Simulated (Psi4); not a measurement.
# AlBH2OF2 (SMILES O[B](F)[AlH][F]) at 3 levels

Aim: a comparison of 3 runs (DSD-PBEP86/6-31G*, TPSSh/6-31G*, OMP2/6-31G*) of AlBH2OF2. 

The results are computed with Psi4 1.11.

2 further runs of the same task are left out: 2 set aside as unsound or not needed.

### 1 The system as given

The species is AlBH2OF2 (7 atoms), meant as a singlet with charge 0. As SMILES, `O[B](F)[AlH][F]`. The Al4–H7 distance was set to 2.844 Å, away from the relaxed value. At this shape a bond of the SMILES string is far longer than usual.

Bond lengths: O1–B2 1.351 Å, B2–F3 1.331 Å, B2–Al4 2.153 Å, Al4–F5 1.661 Å, O1–H6 0.961 Å. Angles: O1–B2–F3 115.5°, O1–B2–Al4 122.4°, F3–B2–Al4 122.1°, B2–Al4–F5 111.0°, B2–O1–H6 113.4°.

### 2 A single-point energy at DSD-PBEP86/6-31G(d) (density fitting for correlation, spherical functions) (run 1)

File input.json:

```json
{
  "schema_name": "qcschema_input",
  "schema_version": 1,
  "molecule": {
    "schema_name": "qcschema_molecule",
    "schema_version": 2,
    "symbols": ["O", "B", "F", "Al", "F", "H", "H"],
    "geometry": [1.00680828, 0.2595331, 5.65775687, 1.10034973, -0.70252647, 3.29578819, 2.34567924, -2.87419974, 3.06032831, -0.6444344, 1.1441139, 0.11878063, -2.04509941, 3.81146232, 0.99618046, 0.09558235, 1.82573811, 5.76358153, -0.94410717, -0.14777658, -5.08959937],
    "molecular_charge": 0,
    "molecular_multiplicity": 1,
    "fix_symmetry": "c1",
    "fix_com": true,
    "fix_orientation": true
  },
  "driver": "energy",
  "model": {
    "method": "dsd-pbep86",
    "basis": "6-31G*"
  },
  "keywords": {
    "puream": true,
    "e_convergence": 1e-09,
    "d_convergence": 1e-08,
    "scf_type": "pk",
    "dft_radial_points": 99,
    "dft_spherical_points": 590,
    "num_frozen_docc": 9
  }
}
```

On the command line:

```sh
$ psi4 --qcschema input.json -n 1 --memory 2200MB
```

stdout:

```text
[...]
  Running in c1 symmetry.
[...]
  Nuclear repulsion =  187.017464082916746
[...]
  Multiplicity = 1
[...]
  Nalpha       = 23
  Nbeta        = 23
[...]
    Number of basis functions: 78
[...]
   @RKS iter   1:  -542.12612998558268   -1.15944e+00   7.52475e-03 ADIIS/DIIS
[...]
   @RKS iter  12:  -542.25485508423424   -1.59162e-12   3.81158e-09 DIIS
[...]
  @RKS Final Energy:  -542.25485508423424
   => Energetics <=
    Nuclear Repulsion Energy =            187.0174640829167458
    One-Electron Energy =               -1125.5403958862773379
    Two-Electron Energy =                 411.3206617539851777
    DFT Exchange-Correlation Energy =     -15.0525850348587742
    Empirical Dispersion Energy =           0.0000000000000000
    VV10 Nonlocal Energy =                  0.0000000000000000
    Total Energy =                       -542.2548550842342365
[...]
 Multipole Moments:
 ------------------------------------------------------------------------------------
     Multipole            Electronic (a.u.)      Nuclear  (a.u.)        Total (a.u.)
 ------------------------------------------------------------------------------------
 L = 1.  Multiply by 2.5417464519 to convert [e a0] to [Debye]
 Dipole X            :         -7.0970209            7.0352613           -0.0617596
 Dipole Y            :        -23.1305648           23.5504379            0.4198731
 Dipole Z            :        -99.5404575          100.4677052            0.9272477
 Magnitude           :                                                    1.0197529
[...]
```

The result, in JSON:

```text
{
 "driver": "energy",
 "model": {
  "method": "dsd-pbep86",
  "basis": "6-31G*"
 },
 "success": true,
 "return_result": -542.6026764985063,
 "properties": {
  "calcinfo_nbasis": 78,
  "calcinfo_nmo": 78,
  "calcinfo_nalpha": 23,
  "calcinfo_nbeta": 23,
  "calcinfo_natom": 7,
  "nuclear_repulsion_energy": 187.01746408291675,
  "return_energy": -542.6026764985063,
  "scf_one_electron_energy": -1125.5403958862773,
  "scf_two_electron_energy": 411.3206617539852,
  "scf_xc_energy": -15.052585034858774,
  "scf_dipole_moment": [-0.06175960676625003, 0.419873101687223, 0.9272476775433915],
  "scf_total_energy": -542.2548550842342,
  "scf_iterations": 12
 }
}
```

Run time: 13 s. Hardware: 1 thread of Intel Xeon Platinum 8259CL at 2.50GHz (Skylake/Cascade Lake), shared host; peak memory 0.95 GiB.

### 3 Energy and forces at TPSSh/6-31G(d) (spherical functions) (run 2)

File albf2h2o.py:

```python
import psi4

psi4.set_memory('2200 MB')
psi4.set_num_threads(1)
psi4.set_output_file('psi4.out', False)

molecule = psi4.geometry("""
0 1
O
B 1 1.350512
F 2 1.330589 1 115.49284
Al 2 2.152635 3 122.09777 1 -179.99289
F 4 1.660507 2 111.03628 3 -179.84343
H 1 0.960501 2 113.4307 3 -179.99672
H 4 2.8441 5 116.76961 6 179.90713
symmetry c1
no_reorient
no_com
""")

psi4.set_options({
    'puream': True,
    'e_convergence': 1e-09,
    'd_convergence': 1e-08,
    'scf_type': 'pk',
    'dft_radial_points': 99,
    'dft_spherical_points': 590,
})

result = psi4.gradient("tpssh/6-31G*")
print('gradient / Eh bohr^-1')
print(result.np.round(6))
```

On the command line:

```sh
$ python albf2h2o.py
```

psi4.out:

```text
[...]
  Running in c1 symmetry.
[...]
  Nuclear repulsion =  187.017462709204466
[...]
  Multiplicity = 1
[...]
  Nalpha       = 23
  Nbeta        = 23
[...]
    Number of basis functions: 78
[...]
   @RKS iter   1:  -543.21798491475215   -5.99930e-01   9.62382e-03 DIIS/ADIIS
[...]
   @RKS iter  12:  -543.42435030598654   -3.89946e-11   8.48223e-09 DIIS
[...]
  @RKS Final Energy:  -543.42435030598654
   => Energetics <=
    Nuclear Repulsion Energy =            187.0174627092044659
    One-Electron Energy =               -1125.7117120356040232
    Two-Electron Energy =                 443.1665537915416735
    DFT Exchange-Correlation Energy =     -47.8966547711285884
    Empirical Dispersion Energy =           0.0000000000000000
    VV10 Nonlocal Energy =                  0.0000000000000000
    Total Energy =                       -543.4243503059865361
[...]
  -Total Gradient:
     Atom            X                  Y                   Z
    ------   -----------------  -----------------  -----------------
       1       -0.000001240694     0.005235395946     0.000959459617
       2       -0.000024905260     0.006415530846    -0.003168744866
       3        0.000007103818     0.001187936996    -0.003683762865
       4       -0.000062763789    -0.006680377513    -0.041693942908
       5       -0.000006670974    -0.003487973099     0.000423787401
       6        0.000009645371    -0.009882655103     0.005207763492
       7        0.000077944111     0.007265904158     0.041888656826
[...]
```

Standard output:

```text
gradient / Eh bohr^-1
[[-1.0000e-06  5.2350e-03  9.5900e-04]
 [-2.5000e-05  6.4160e-03 -3.1690e-03]
 [ 7.0000e-06  1.1880e-03 -3.6840e-03]
 [-6.3000e-05 -6.6800e-03 -4.1694e-02]
 [-7.0000e-06 -3.4880e-03  4.2400e-04]
 [ 1.0000e-05 -9.8830e-03  5.2080e-03]
 [ 7.8000e-05  7.2660e-03  4.1889e-02]]
```

Run time: 53 s. Hardware: 1 thread of Intel Xeon Platinum 8259CL at 2.50GHz (Skylake/Cascade Lake), shared host; peak memory 1.1 GiB.

### 4 The energy at OMP2/6-31G(d) (density fitting for correlation, spherical functions) (run 3)

File input.in:

```
memory 2.2 GB

molecule molecule1 {
  O
  B 1 r2
  F 2 r3 1 a3
  Al 2 r4 3 a4 1 d4
  F 4 r5 2 a5 3 d5
  H 1 r6 2 a6 3 d6
  H 4 r7 5 a7 6 d7

  r2 = 1.350512
  r3 = 1.330589
  a3 = 115.49284
  r4 = 2.152635
  a4 = 122.09777
  d4 = -179.99289
  r5 = 1.660507
  a5 = 111.03628
  d5 = -179.84343
  r6 = 0.960501
  a6 = 113.4307
  d6 = -179.99672
  r7 = 2.8441
  a7 = 116.76961
  d7 = 179.90713
  symmetry c1
}

set basis 6-31G*
set puream true
set e_convergence 1e-09
set d_convergence 1e-08
set scf_type pk
set num_frozen_docc 9

result, w = energy("omp2", return_wfn=True)
print_variables()
```

On the command line:

```sh
$ psi4 -i input.in -o input.out -n 1
```

input.out:

```text
[...]
  Running in c1 symmetry.
[...]
  Nuclear repulsion =  187.017462709204466
[...]
  Multiplicity = 1
[...]
  Nalpha       = 23
  Nbeta        = 23
[...]
    Number of basis functions: 78
[...]
   @RHF iter   1:  -541.40989177357108   -1.41091e+00   7.03121e-03 ADIIS/DIIS
[...]
   @RHF iter  12:  -541.53014105374984   -1.02318e-12   3.99807e-09 DIIS
[...]
  @RHF Final Energy:  -541.53014105374984
   => Energetics <=
    Nuclear Repulsion Energy =            187.0174627092044659
    One-Electron Energy =               -1125.4162138163594591
    Two-Electron Energy =                 396.8686100534051207
    Total Energy =                       -541.5301410537499578
[...]
 Multipole Moments:
 ------------------------------------------------------------------------------------
     Multipole            Electronic (a.u.)      Nuclear  (a.u.)        Total (a.u.)
 ------------------------------------------------------------------------------------
 L = 1.  Multiply by 2.5417464519 to convert [e a0] to [Debye]
 Dipole X            :         -0.0076915            0.0075957           -0.0000958
 Dipole Y            :         -1.1857348            1.2513833            0.0656485
 Dipole Z            :         -1.8693818            0.8305954           -1.0387865
 Magnitude           :                                                    1.0408588
[...]
	Warning: cc_lambda option is changed to TRUE
	For this residual convergence, default PCG convergence is:     1.00e-07
[...]
	DF-MP2 Total Energy (a.u.)         :  -542.18650627943748
[...]
	DF-MP2 Total Energy (a.u.)         :  -542.19844257654472
[...]
	DF-OMP2 Total Energy (a.u.)        :  -542.19844257654461
[...]
```

Wall time 26 s (1 thread of Intel Xeon Platinum 8259CL at 2.50GHz (Skylake/Cascade Lake), shared host); peak memory 0.28 GiB.

### 5 Overview of the runs

| run | level | task | fitting correlation | energy (Eh) | HOMO energy (eV) | LUMO energy (eV) | HOMO–LUMO gap (eV) | wall time |
| --- | --- | --- | --- | --- | --- | --- | --- | --- |
| 1 | DSD-PBEP86/6-31G* (density fitting for correlation, spherical functions) | energy | density fitting | -542.602676 | -7.99 | -0.79 | 7.20 | 13 s |
| 2 | TPSSh/6-31G* (spherical functions) | gradient | – | -543.424350 | -6.10 | -2.78 | 3.33 | 53 s |
| 3 | OMP2/6-31G* (density fitting for correlation, spherical functions) | energy | density fitting | -542.198443 | -8.71 | 0.25 | 8.96 | 26 s |

### 6 Summary of results

| quantity | value |
| --- | --- |
| run 3: total energy | -542.19844 Eh |
| run 3: HOMO energy (Hartree–Fock orbitals) | -8.71 eV |
| run 3: LUMO energy (Hartree–Fock orbitals) | 0.25 eV |
| run 3: HOMO–LUMO gap (Hartree–Fock orbitals) | 8.96 eV |
| run 3: correlation energy (9 core orbitals frozen) | -668.3 mEh |

In words: Totals of different functionals can't be ranked against each other. All runs together took 92 s, the longest 53 s.
